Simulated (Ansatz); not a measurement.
# GeNH5 (triplet): from Hartree-Fock to the top rungs at distance Ge1–H5 along a hydrogen transfer = 2.043 Å, cc-pVDZ

The task here is to estimate one member of a computed series from the others.

Method: cc-pVDZ, core rule «outside noble gas», up to 15 orbitals frozen; program: Ansatz 0.2.0, Gaussian basis.

The runs, in order: UHF; CCSD(T) on ROHF; CCSD(T) on UHF; BCCD(T) on ROHF; CISD; CCSDT(Q) on ROHF; CCSDT(Q) on UHF; CASSCF and MRCISD+Q, 4 electrons in 4 orbitals; CASSCF and NEVPT2, 4 electrons in 4 orbitals.

### The system

The geometry derives from fragments relaxed apart (PBE0/def2-TZVP) and kept rigid, so it is no stationary point. A hydrogen atom is moved between rigid fragments. No spin-orbit coupling is included. The filled d shell of Ge may be among the frozen orbitals whatever the setting's name suggests; the logs give the count.

7 atoms, charge 0, spin multiplicity 3.

Atoms are counted from 1 here; the program's logs count them from 0.

Bond lengths: Ge1–H2 1.534 Å, Ge1–H3 1.534 Å, Ge1–H4 1.534 Å, H5–N6 1.244 Å, N6–H7 1.040 Å. Angles: H2–Ge1–H3 109.5°, H2–Ge1–H4 109.5°, H3–Ge1–H4 109.5°, H5–N6–H7 105.0°.

Set-up of the first run:

Input file in.yaml:

```yaml
crystal:
  periodic: [false, false, false]
  atoms:
    - {symbol: Ge, position_ang: [-0.546832, 0.011040, 0.000000]}
    - {symbol: H, position_ang: [-1.058282, 1.457639, 0.000001]}
    - {symbol: H, position_ang: [-1.058281, -0.712260, 1.252791]}
    - {symbol: H, position_ang: [-1.058282, -0.712259, -1.252792]}
    - {symbol: H, position_ang: [1.496168, 0.011040, 0.000000]}
    - {symbol: N, position_ang: [2.740168, 0.011040, 0.000000]}
    - {symbol: H, position_ang: [3.009250, -0.993187, -0.000001]}
basis:
  gaussian: {orbitals: cc-pVDZ}
magnetization: {spin_polarized: true, initial_magnetization: 2}
hamiltonian: {xc: hf}
output: {orbitals: {seedname: orbitals}}
```

Started as:

```sh
$ ansatz run in.yaml --threads 1 --pin off --events-out ev --progress --plain --max-ram 2816MiB --backend cpu
```

Steps of the session up to this table: UHF; CCSD(T) on ROHF; CCSD(T) on UHF; BCCD(T) on ROHF; CISD; CCSDT(Q) on ROHF; CCSDT(Q) on UHF; CASSCF and MRCISD+Q, 4 electrons in 4 orbitals; CASSCF and NEVPT2, 4 electrons in 4 orbitals.

One table of the session follows, with a row left open; its other results are not shown here.

```
       method  from UCCSDT(Q) (kJ/mol)
         ROHF                   +813.7
          UHF                   +779.1
         RMP2                   +140.9
         UMP2                   +146.1
         CISD                    +94.1
        RCCSD                        ?
        UCCSD                    +20.3
     RCCSD(T)                     +4.3
     UCCSD(T)                     +4.1
      BCCD(T)                     +4.3
       RCCSDT                     +1.4
       UCCSDT                     +1.0
    RCCSDT(Q)                     +0.3
    UCCSDT(Q)                        0
  CASSCF pair                   +734.4
  NEVPT2 pair                   +134.6
  MRCISD pair                    +78.7
MRCISD+Q pair                     +9.3
```

Estimate the missing values for RCCSD.

As computed: from UCCSDT(Q) (kJ/mol): +21.3. In the column «from UCCSDT(Q) (kJ/mol)» it lies between UCCSD (+20.3) and MRCISD pair (+78.7).

Limits of these values: Restricted and unrestricted rows rest on different reference determinants; where their highest levels disagree by more than a few hundredths of an eV, they describe different states and don't form one ladder.
